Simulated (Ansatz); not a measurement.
# LaSc2I: the cost of one run

Computed with Ansatz 0.2.0 (DFT PBE, scalar-relativistic, plane waves, PAW, unless a step's input says otherwise).

## (1) The structure to begin with

The structure is trigonal, space group R-3m (No. 166). The conventional cell has a = 4.085 Å, b = 4.085 Å, c = 23.179 Å, α = 90.00°, β = 90.00°, γ = 120.00°. Around La (site symmetry -3m) lie 6 Sc at 3.33 Å. Around Sc (site symmetry 3m) lie 3 I at 2.80 Å. I (site symmetry -3m) has 6 Sc at 2.80 Å as nearest neighbours.

Structure file:

```xyz
4
Lattice="2.0423 1.1791 7.7265 -2.0423 1.1791 7.7265 0.0000 -2.3582 7.7265" Properties=species:S:1:pos:R:3 pbc="T T T"
La    0.0000    0.0000   11.5897
Sc    0.0000    0.0000    6.2105
Sc    0.0000    0.0000   16.9689
I     0.0000    0.0000    0.0000
```

A structure generator made this guess: species swapped into a database cell of ErTlS2 (R-3m, No. 166), with I on the Er sites, La on the Tl sites and Sc on the S sites. Its size is a rough estimate.

## (2) Probe: one point on a coarse mesh

File input.yaml:

```yaml
crystal:
  lattice:
    - [2.04225489, 1.17909641, 7.72645199]
    - [-2.04225489, 1.17909641, 7.72645199]
    - [0.0, -2.35819282, 7.72645199]
  atoms:
    - { symbol: La, position: [0.5, 0.5, 0.5] }
    - { symbol: Sc, position: [0.26793125, 0.26793125, 0.26793125] }
    - { symbol: Sc, position: [0.73206875, 0.73206875, 0.73206875] }
    - { symbol: I, position: [0.0, 0.0, 0.0] }
basis:
  ecutwfc: 420
kpoints:
  mp_grid: { grid: [6, 6, 6] }
hamiltonian:
  xc: pbe
scf:
  occupations: { method: gaussian, width: 0.1 }
  lower_state_search: "off"
output:
  forces: true
  stress: true
  eigenvalues: true
```

On the command line:

```
ansatz run input.yaml --threads 1 --pin off --max-ram 2560MiB --backend cpu --events-out ev --progress --plain --runs-dir out
```

**Question.** How long does this run take on 1 thread of Intel Xeon 6975P-C (Granite Rapids), shared host, and how much memory does it need?

About 5.2 s, with a peak of 0.51 GiB.
